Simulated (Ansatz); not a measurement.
Runs of Ansatz 0.2.0 on NiMoIrPdW. It takes space group I4mm (No. 107, tetragonal). The conventional cell has a = 2.740 Å, b = 2.740 Å, c = 19.433 Å, α = 90.00°, β = 90.00°, γ = 90.00°. Ni (site symmetry 4mm) has 4 Mo at 2.60 Å and 4 Pd at 2.67 Å and 4 Ni at 2.74 Å as nearest neighbours. Around Mo (site symmetry 4mm) lie 4 Ni at 2.60 Å and 4 Mo at 2.74 Å and 4 W at 2.94 Å. Pd (site symmetry 4mm) has 4 Ni at 2.67 Å and 4 Pd at 2.74 Å and 4 Ir at 2.83 Å as nearest neighbours. Ir (site symmetry 4mm) has 4 W at 2.69 Å and 4 Ir at 2.74 Å and 4 Pd at 2.83 Å as nearest neighbours. W (site symmetry 4mm) has 4 Ir at 2.69 Å and 4 W at 2.74 Å and 4 Mo at 2.94 Å as nearest neighbours. The cell was built by a generator and needn't be a form met in nature.

```tsv
task	level	spin	cell	k mesh	target pressure (GPa)	points for each segment of the path	mesh quality	gap on the mesh (eV)	pressure (GPa)	moment (μB)	largest force (eV/Å)
relaxation of cell and atoms	PBE	collinear, ferromagnetic start	relaxed to 20 GPa	10 × 10 × 10	20	-	not flagged	none	20.0	0.00	-
band structure	PBE	non-collinear, ferromagnetic start, SOC	as given	10 × 10 × 10	-	14	not flagged	none	0.1	0.00	(a)
single point	HSE03	collinear, ferromagnetic start	as given	6 × 6 × 6	-	-	coarse	none	-7.3	0.00	0.97
relaxation of cell and atoms	PBE	collinear, ferromagnetic start	relaxed to 10 GPa	10 × 10 × 10	10	-	not flagged	none	10.0	0.00	-
relaxation of cell and atoms	PBEsol+D3(BJ)	collinear, ferromagnetic start	relaxed	10 × 10 × 10	-	-	not flagged	none	0.0	0.00	-
```

Alike in all rows: potentials or basis Ansatz PAW; cutoff (eV) 420; smearing fermi-dirac 0.05 eV.

Task: Fill in the values left out.

Result: (a) 0.08.

Caveats: some runs use coarse meshes; the starting moments weren't kept; the plane-wave basis is chosen anew once the cell has moved, so the energies of steps on either side of that aren't comparable (some runs); the thresholds are loose for stress (some runs); the PAW data sets come from PBE, with cores solved anew for the run's functional, which leaves a small shift of forces and pressure (some runs); the magnetic or orbital state may not be the lowest (some runs); pairwise dispersion overbinds metals, which lowers pressure and volume (some runs).

A k mesh can miss the band edges, and rows without SOC leave out spin-orbit coupling on Ir, Mo, Pd, W.

A gap of «none» marks a metal or a gap under the smearing width.
